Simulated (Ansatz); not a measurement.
# Cl₃F₂HOW: how energies converge with the basis set

An exercise on one series of results from a longer session: the logs are not shown, and one member is left open.

Method: one geometry, several basis sets; program: Ansatz 0.2.0, Gaussian basis.

Plan: PBE0-D4/def2-SVP; ωB97M-V/def2-SVP; PBE0-D4/def2-QZVPP; ωB97M-V/def2-QZVPP; the functionals' def2-TZVPP values are taken from earlier runs.

## The geometry

All runs share one geometry, relaxed beforehand with PBE0-D4 in a triple-zeta def2 set. W takes the def2 core potential; no spin-orbit term is included.

8 atoms, charge 0, spin multiplicity 1.

Atoms are counted from 1 here; the program's logs count them from 0.

Bond lengths: O1–W2 1.848 Å, O1–H8 0.961 Å, W2–F3 1.848 Å, W2–F4 1.848 Å, W2–Cl5 2.283 Å, W2–Cl6 2.328 Å, W2–Cl7 2.273 Å. Angles: W2–O1–H8 133.1°, O1–W2–F3 92.2°, O1–W2–F4 92.2°, O1–W2–Cl5 170.4°, O1–W2–Cl6 83.9°, O1–W2–Cl7 93.4°, F3–W2–F4 174.7°, F3–W2–Cl5 88.1°, F3–W2–Cl6 91.7°, F3–W2–Cl7 88.4°, F4–W2–Cl5 88.1°, F4–W2–Cl6 91.7°, F4–W2–Cl7 88.4°, Cl5–W2–Cl6 86.5°, Cl5–W2–Cl7 96.2°, Cl6–W2–Cl7 177.3°.

The first run:

in.yaml reads:

```yaml
crystal:
  periodic: [false, false, false]
  atoms:
    - {symbol: O, position_ang: [-0.582690, -1.364412, 0.582923]}
    - {symbol: W, position_ang: [0.219176, 0.143334, -0.123612]}
    - {symbol: F, position_ang: [0.948232, 0.607205, 1.510314]}
    - {symbol: F, position_ang: [-0.369551, -0.256660, -1.829434]}
    - {symbol: Cl, position_ang: [0.881433, 2.180937, -0.911873]}
    - {symbol: Cl, position_ang: [-1.802859, 1.167229, 0.409070]}
    - {symbol: Cl, position_ang: [2.154372, -0.948261, -0.605205]}
    - {symbol: H, position_ang: [-1.448114, -1.529372, 0.967807]}
basis:
  gaussian: {orbitals: def2-SVP}
hamiltonian: {xc: pbe0, dispersion: d4}
output: {orbitals: {seedname: orbitals}}
```

Started as:

```
> ansatz run in.yaml --threads 4 --pin off --events-out ev --progress --plain --max-ram 11315MiB
```

Among the steps run: PBE0-D4 in def2-SVP; ωB97M-V in def2-SVP; PBE0-D4 in def2-QZVPP; ωB97M-V in def2-QZVPP.

One of the session's tables, all rows but one given; the rest of the session is left out.

It belongs to the step «Density functionals: the series». 

```
functional       basis  HOMO (eV)  LUMO (eV)
   PBE0-D4    def2-SVP      -9.12      -4.90
   PBE0-D4  def2-TZVPP      -9.07      -4.78
   PBE0-D4  def2-QZVPP      -9.09      -4.80
   ωB97M-V    def2-SVP          ?          ?
   ωB97M-V  def2-TZVPP     -11.25      -2.85
   ωB97M-V  def2-QZVPP     -11.27      -2.89
```

Estimate the missing values for ωB97M-V, def2-SVP.

As computed: HOMO (eV): -11.26; LUMO (eV): -2.95. In the column «HOMO (eV)» it lies between ωB97M-V, def2-QZVPP (-11.27) and ωB97M-V, def2-TZVPP (-11.25).
